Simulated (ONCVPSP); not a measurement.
# Rh: generating and testing an ONCV potential

Task: generate the file, and judge it by its errors in other configurations, its logarithmic derivatives, its ghosts and its cutoff.

The numbers are computed with ONCVPSP 4.0.1.1 (patched build) (PBEsol, scalar-relativistic, spin-unpolarised reference atom).

## 1. Starting point

Typed settings, in words:

```
element                 : rhodium (Rh, Z = 45)
type                    : optimised norm-conserving Vanderbilt (ONCV)
frozen core             : [Ar] 3d10
valence charge          : 17
reference configuration : 4s2 4p6 4d8 5s0.75 5p0.25
partial waves           : 4s+5s: rc 1.95 bohr, ncon 3, nbas 6, qcut 3.5 1/bohr, 2 projectors; 4p+5p: rc 2.05 bohr, ncon 4, nbas 8, qcut 4.4 1/bohr, 2 projectors; 4d: rc 1.70 bohr, ncon 3, nbas 8, qcut 5.6 1/bohr, local
local potential         : the d channel
core correction         : Teter function, fcfact 3.25, rcfact 1.45
```

The nodes and maxima of the atom's own shells, from an earlier all-electron run, set the scale for the radii.

All-electron outer shells of the reference configuration (PBEsol, scalar-relativistic, ld1.x):

| shell | level (eV) | outermost node (bohr) | outermost maximum (bohr) |
| --- | --- | --- | --- |
| 3p | -483.04 | 0.15 | 0.34 |
| 3d | -301.08 | – | 0.29 |
| 4s | -82.91 | 0.47 | 0.88 |
| 4p | -50.86 | 0.47 | 0.94 |
| 4d | -6.42 | 0.46 | 1.15 |
| 5s | -4.66 | 1.19 | 2.63 |
| 5p | -1.06 | 1.35 | 3.78 |

## 2. The generation run

Rh.dat reads:

```
# ATOM AND REFERENCE CONFIGURATION
# atsym  z   nc   nv     iexc    psfile
  Rh 45.00    6    5  -116133      upf
#
#   n    l    f
    1    0    2.00
    2    0    2.00
    2    1    6.00
    3    0    2.00
    3    1    6.00
    3    2   10.00
    4    0    2.00
    4    1    6.00
    4    2    8.00
    5    0    0.75
    5    1    0.25
#
# PSEUDOPOTENTIAL AND OPTIMIZATION
# lmax
    2
#
#   l,   rc,      ep,       ncon, nbas, qcut
    0    1.95    0.00    3    6    3.50
    1    2.05    0.00    4    8    4.40
    2    1.70    0.00    3    8    5.60
#
# LOCAL POTENTIAL
# lloc, lpopt,  rc(5),   dvloc0
    2    5    1.70    0.00
#
# VANDERBILT-KLEINMAN-BYLANDER PROJECTORs
# l, nproj, debl
    0    2    3.60
    1    2    3.10
    2    0    3.30
#
# MODEL CORE CHARGE
# icmod, fcfact, rcfact
    3    3.25    1.45
#
# LOG DERIVATIVE ANALYSIS
# epsh1, epsh2, depsh
   -5.00    5.00    0.04
#
# OUTPUT GRID
# rlmax, drl
    6.00    0.01
#
# TEST CONFIGURATIONS
# ncnf
    4
# nvcnf
#   n    l    f
    5
    4    0    2.00
    4    1    6.00
    4    2    8.00
    5    0    1.00
    5    1    0.00
#
    5
    4    0    2.00
    4    1    6.00
    4    2    8.00
    5    0    0.00
    5    1    0.00
#
    5
    4    0    2.00
    4    1    6.00
    4    2    7.00
    5    0    0.00
    5    1    0.00
#
    5
    4    0    2.00
    4    1    6.00
    4    2    8.50
    5    0    0.50
    5    1    0.00
#
```

Run with:

```
$ oncvpsp.x < Rh.dat > Rh.out
```

Q: Predict the outcome of this session. Wanted: cutoffs for 1 and 0.1 mHa per electron, occupied waves; bound ghosts; GHOST(+) flags; largest test error; largest phase difference near zero energy, channels read; rms error of d²Exc/dn², without and with the model core.

**Answer**, as computed:

| quantity | value |
| --- | --- |
| cutoffs for 1 and 0.1 mHa per electron, occupied waves | 44 Ha and 111 Ha |
| bound ghosts | none found |
| GHOST(+) flags | s at 297 eV, s at 633 eV |
| largest test error (AE − PS) | -1.7 meV, for 4s2 4p6 4d8.5 5s0.5 5p0 (1 test unsolved) |
| largest phase difference near zero energy, channels read | 0.011 rad |
| rms error of d²Exc/dn², without and with the model core | 3.48 and 1.35 mHa |

The worst unpolarised test, 4s2 4p6 4d8.5 5s0.5 5p0, is off by 1.7 meV on 1.5 eV; by total energies transferability rates as very good where solved. Of the tests 1 gave no usable energy difference, which is a warning in itself. The potential is hard: the looser tolerance needs 44 Ha. The tighter tolerance needs 111 Ha, and converged work needs a cutoff nearer that. The program's ghost test flags no bound state. Near zero energy the phases of the channels with partial waves agree within 0.011 rad. The program also flags highly localised states, GHOST(+) (s). All of this concerns the isolated atom, not yet a solid.
